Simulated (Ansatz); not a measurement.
# Ti2Cd: stress in a strained cell

Aim: deform Ti2Cd (zz strain of +1 %) and compute stress, forces and field gradients with LAPW, PAW and all-electron datasets made for the crystal.

Method: DFT LDA, scalar-relativistic, in Ansatz 0.2.0.

**1. Starting point**

The structure is tetragonal, space group I4/mmm (No. 139). The conventional cell has a = 2.865 Å, b = 2.865 Å, c = 13.420 Å, α = 90.00°, β = 90.00°, γ = 90.00°. Ti (site symmetry 4mm) has 8 Ti at 2.84 to 2.87 Å and 4 Cd at 3.11 Å in its first shell of neighbours. Cd (site symmetry 4/mmm) has 4 Cd at 2.87 Å and 8 Ti at 3.11 Å in its first shell of neighbours.

Coordinates:

```
Ti Cd
1.0
    -1.43250    1.43250    6.71000
     1.43250   -1.43250    6.71000
     1.43250    1.43250   -6.71000
Ti Cd
2 1
Direct
  0.32400 0.32400 0.00000
  0.67600 0.67600 0.00000
  0.00000 0.00000 0.00000
```

Atoms are numbered in the order of the input: Ti1, Ti2, Cd3.

**2. After the deformation**

Space group I4/mmm before, I4/mmm after.

**3. LAPW, all electrons**

File input.yaml:

```yaml
crystal:
  lattice:
    - [-1.4325, 1.4325, 6.7771]
    - [1.4325, -1.4325, 6.7771]
    - [1.4325, 1.4325, -6.7771]
  atoms:
    - { symbol: Ti, position: [0.324, 0.324, 0.0] }
    - { symbol: Ti, position: [0.676, 0.676, 0.0] }
    - { symbol: Cd, position: [0.0, 0.0, 0.0] }
kpoints:
  mp_grid: { grid: [16, 16, 16] }
  band_path:
    path:
      - [0.0, 0.0, 0.0]
      - [0.0, 0.0, 0.5]
      - [0.25, 0.25, 0.25]
      - [0.0, 0.5, 0.0]
      - [0.0, 0.0, 0.0]
      - [0.5, 0.5, -0.5]
      - [0.2611696993, 0.7388303007, -0.2611696993]
      - [-0.2611696993, 0.2611696993, 0.2611696993]
      - [0.0, 0.0, 0.0]
    npoints: 5
scf:
  occupations: { method: fermi_dirac, width: 0.08 }
hamiltonian:
  xc: lda
  pseudopotentials: { kind: all_electron, lapw: { basis_error: 0.001 } }
output:
  forces: true
  stress: true
  eigenvalues: true
```

Started as:

```console
$ ansatz run input.yaml --threads 1 --pin off --max-ram 4096MiB --backend cpu --events-out ev --progress --plain --runs-dir out
```

**4. Frozen-core PAW**

File input.yaml:

```yaml
crystal:
  lattice:
    - [-1.4325, 1.4325, 6.7771]
    - [1.4325, -1.4325, 6.7771]
    - [1.4325, 1.4325, -6.7771]
  atoms:
    - { symbol: Ti, position: [0.324, 0.324, 0.0] }
    - { symbol: Ti, position: [0.676, 0.676, 0.0] }
    - { symbol: Cd, position: [0.0, 0.0, 0.0] }
kpoints:
  mp_grid: { grid: [16, 16, 16] }
scf:
  occupations: { method: fermi_dirac, width: 0.08 }
hamiltonian:
  xc: lda
  pseudopotentials: { kind: paw }
output:
  forces: true
  stress: true
  eigenvalues: true
  efg: { contact_densities: true }
```

**5. All-electron PAW on datasets made for the crystal**

Edit input.yaml of step 4 so:

```diff
@@ -15,3 +15,3 @@
   xc: lda
-  pseudopotentials: { kind: paw }
+  pseudopotentials: { kind: all_electron, datasets: crystal }
 output:
```

(Steps that only read results are left out.)

What does the calculation give? Wanted: pressure; largest shear or deviatoric stress.

As calculated:

| quantity | value |
| --- | --- |
| pressure | LAPW -8.94, PAW -8.94, crystal datasets -8.94 GPa |
| largest shear or deviatoric stress (LAPW) | 0.34 GPa |

**Reading.** The largest part of the stress beyond the pressure is 0.34 GPa in size, in the zz component; the atoms are carried along and not relaxed. No run of the undeformed cell stands beside it, so pressure and stress hold what the given cell had before the change, as far as its symmetry allows. PAW: stress within 0.01 GPa of LAPW, forces within 2 meV/Å. Crystal datasets: stress within 0.01 GPa of LAPW, forces within 1 meV/Å.
